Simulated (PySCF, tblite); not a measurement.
**C6H11S radical: geometry, infrared bands and EPR parameters**

Aim: predict the infrared bands and EPR parameters of C6H11S radical (`C=C[C@H](C)[C](C)S`).

Programs: tblite 0.8.0 and PySCF 2.14.0, with density-fitted response routines of our own. Each step states its level of theory. These are calculated values for one molecule in the gas phase, unless marked as measured. Atoms are numbered from 0 throughout.

### Step 1. Starting geometry

18 atoms, charge 0, multiplicity 2; geometry from: force field or distance geometry start.

Bonds of the start (Å): C0–C1 1.34, C1–C2 1.51, C2–C3 1.54, C2–C4 1.51, C4–C5 1.49, C4–S6 1.75, C0–H7 1.08, C0–H8 1.09, C1–H9 1.10, C2–H10 1.11, C3–H11 1.08, C3–H12 1.10, C3–H13 1.11, C5–H14 1.10, C5–H15 1.10, C5–H16 1.09, S6–H17 1.34.

### Step 2. Geometry optimisation with GFN2-xTB

What the job is given:

```
{"job": {"kind": "relax", "xc": "GFN2-xTB", "basis": "xTB"}, "charge": 0, "multiplicity": 2}
C     -1.981000    -0.451400     1.403700
C     -1.136500     0.506600     0.998800
C     -0.432700     0.625800    -0.331700
C     -0.895000    -0.367400    -1.411300
C      1.061800     0.589600    -0.153800
C      1.741800    -0.690300     0.202200
S      2.004700     2.018100    -0.495900
H     -2.280400    -1.267900     0.769500
H     -2.415400    -0.421800     2.402500
H     -0.899700     1.294000     1.723300
H     -0.731800     1.617700    -0.718700
H     -0.380500    -0.195500    -2.350000
H     -1.974500    -0.281200    -1.583800
H     -0.689000    -1.412100    -1.111800
H      2.725900    -0.506100     0.657400
H      1.155000    -1.257100     0.943100
H      1.888400    -1.308100    -0.681700
H      3.230200     1.513500    -0.273500
```

Run with:

```console
OMP_NUM_THREADS=1 python probes_run.py task.json out
```

This one command runs all jobs of the session in turn.

**Question.** This job is followed by: GFN2-xTB harmonic vibrations, gas phase; UKS B3LYP, pcH-1 on C H S, non-relativistic, mean-field spin-orbit, GIAO. What will the session give for the following? strongest single infrared mode (GFN2-xTB); zero-point energy (GFN2-xTB); g(iso) (B3LYP); ⟨S²⟩; largest a(iso) (averaged by class); surface potential, 1st and 99th percentile.

The runs gave:

| quantity | value |
| --- | --- |
| strongest single infrared mode (GFN2-xTB) | 2373 cm⁻¹, 131 km/mol |
| zero-point energy (GFN2-xTB) | 92.6 kcal/mol |
| g(iso) (B3LYP) | 2.00396 |
| ⟨S²⟩ | 0.755 (exact 0.75) |
| largest a(iso) (averaged by class) | 13C on C4, 113.8 MHz |
| surface potential, 1st and 99th percentile | -0.76 V and 1.17 V |

The optimisation took 80 steps and gained 0.111 eV; among the close pairs (by a distance rule), C0–C1 changed most, from 1.340 to 1.320 Å. All 48 modes are real, so the xTB geometry is a minimum. The strongest single mode, at 2373 cm⁻¹, moves mainly H17. GFN2-xTB is a fitted tight-binding method: band positions and strengths are rough. Its intensities can rank the bands wrongly. C4 carries the largest spin population, 0.84 e. The isotropic g lies 1.6 ppt above the free-electron value.
